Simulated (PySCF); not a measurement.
# AgF3 (AgF3): the cost of one run

Computed with PySCF 2.14.0 and routines of our own; the level stands in each step. Atoms count from 0.

## Step 1: The starting structure

4 atoms, charge 0, states of the metal's open shell are computed; geometry from: model geometry, bond lengths from ionic radii.

## Step 2: Ligand-field states: state-averaged CASSCF

What the job is given:

```
{"job": {"kind": "lf", "basis": {"metal": "x2c-TZVPall", "ligand": "x2c-SVPall"}, "nevpt": true}, "charge": 0, "metal": "Ag", "open_shell": "d8"}
Ag     0.000000     0.000000     0.000000
F      1.870000     0.000000     0.000000
F     -0.935000     1.619468     0.000000
F     -0.935000    -1.619468     0.000000
```

With the program's defaults for keys left out, this is: state-averaged CASSCF of the metal d shell, SC-NEVPT2 on the averaged canonical orbitals, state-interaction spin-orbit coupling.

On the command line:

```bash
$ OMP_NUM_THREADS=1 python lf_run.py task.json out
```

One launch serves the whole session: the jobs run in the order shown.

Q: Estimate the wall time and peak memory of this first job on 1 thread of Arm Neoverse N1, shared host.

About 11 s, with a peak of 0.28 GiB.
